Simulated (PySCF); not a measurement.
# H4Pb (Pb(H)4): the cost of one run

The runs use PySCF 2.14.0; TPSS, Pb def2-SVP with ECP60, H def2-SVP; scalar-relativistic core potentials, no spin–orbit coupling.

3 further runs of the same task are left out: 1 for a known fault of the program, 1 that didn't finish, 1 set aside as unsound or not needed.

## (1) The starting structure

5 atoms, charge 0, spin multiplicity 1.

Bond lengths: Pb1–H2 1.771 Å, Pb1–H3 1.771 Å, Pb1–H4 1.770 Å, Pb1–H5 1.770 Å. Angles: H2–Pb1–H3 109.4°, H2–Pb1–H4 109.5°, H2–Pb1–H5 109.5°, H3–Pb1–H4 109.5°, H3–Pb1–H5 109.5°, H4–Pb1–H5 109.4°.

Coordinates:

```xyz
5

Pb    0.00776    0.37293    0.00000
H    -0.01352   -0.64973    1.44540
H    -0.01352   -0.64973   -1.44540
H     1.47370    1.36566    0.00000
H    -1.41562    1.42577    0.00000
```

Formal oxidation states: Pb +4. An earlier session relaxed this geometry at TPSS, Pb def2-SVP with ECP60, H def2-SVP (singlet, point group Td).

Its energy there is -195.139132 Eh.

## (2) Atoms moved at random, σ = 0.03 Å

run.py (the lines that set the calculation)

```python
mol = gto.M(atom='''
Pb    -0.00033     0.37423    -0.00259
H     -0.02031    -0.61261     1.48997
H     -0.00402    -0.70023    -1.47463
H      1.47859     1.37944    -0.02044
H     -1.41513     1.42407     0.00769''',
    basis={'Pb': 'def2-SVP', 'H': 'def2-SVP'},
    ecp={'Pb': 'def2-SVP'},
    charge=0, spin=0)
mf = dft.RKS(mol, xc='TPSS')
mf.grids.atom_grid = (50, 194)
mf = mf.density_fit()  # fitting sets: Pb def2-universal-JKFIT, H def2-universal-JKFIT
mf.conv_tol = 1e-08; mf.max_cycle = 55
mf.kernel(dm0)  # dm0: the density of the relaxed state
```

Started as:

```
OMP_NUM_THREADS=2 python run.py
```

**Question.** How long does this run take on 2 threads of Arm Neoverse V1, shared host?

About 1.6 s.
